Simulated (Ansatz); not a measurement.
# CH3BBrGeN: the cost of one run

Method: RKS PBE-D4/def2-SVP, in Ansatz 0.2.0.

**1. The starting structure**

Bond lengths: Br1–B2 1.959 Å, B2–N3 1.520 Å, N3–C4 1.406 Å, B2–Ge5 1.888 Å, C4–Ge5 1.944 Å, C4–H6 1.018 Å, Ge5–H7 1.531 Å, Ge5–H8 1.541 Å. Angles: Br1–B2–N3 135.2°, Br1–B2–Ge5 134.3°, N3–B2–Ge5 90.4°, B2–N3–C4 103.9°, N3–C4–Ge5 91.7°, N3–C4–H6 134.1°, Ge5–C4–H6 134.2°, B2–Ge5–C4 74.0°, B2–Ge5–H7 114.6°, B2–Ge5–H8 114.5°, C4–Ge5–H7 111.9°, C4–Ge5–H8 110.7°, H7–Ge5–H8 121.3°.

As a file:

```xyz
8

Br   -2.9932   -0.4104    0.6798
B    -1.1026    0.0437    0.4402
N    -0.1253    0.9884    1.1202
C     1.0923    0.7481    0.4597
Ge    0.2613   -0.5549   -0.7193
H     2.0286    1.1398    0.5360
H     0.1505   -0.0376   -2.1557
H     0.7806   -1.9742   -0.4165
```

**2. Relaxing end A**

File input.yaml:

```yaml
crystal:
  periodic: [false, false, false]
  atoms:
    - { symbol: Br, position_ang: [-2.9932, -0.4104, 0.6798] }
    - { symbol: B, position_ang: [-1.1026, 0.0437, 0.4402] }
    - { symbol: "N", position_ang: [-0.1253, 0.9884, 1.1202] }
    - { symbol: C, position_ang: [1.0923, 0.7481, 0.4597] }
    - { symbol: Ge, position_ang: [0.2613, -0.5549, -0.7193] }
    - { symbol: H, position_ang: [2.0286, 1.1398, 0.536] }
    - { symbol: H, position_ang: [0.1505, -0.0376, -2.1557] }
    - { symbol: H, position_ang: [0.7806, -1.9742, -0.4165] }
basis:
  gaussian: { orbitals: def2-SVP }
hamiltonian:
  xc: pbe
  dispersion: d4
relax:
  f_tol: 0.02
  max_steps: 50
output:
  orbitals: {}
```

On the command line:

```
$ ansatz run input.yaml --threads 2 --pin off --max-ram 3072MiB --backend cpu --events-out ev --progress --plain --runs-dir out
```

**Question.** How long does this run take on 2 threads of Arm Neoverse V1, shared host, and how much memory does it need?

About 32 s, with a peak of 0.15 GiB.
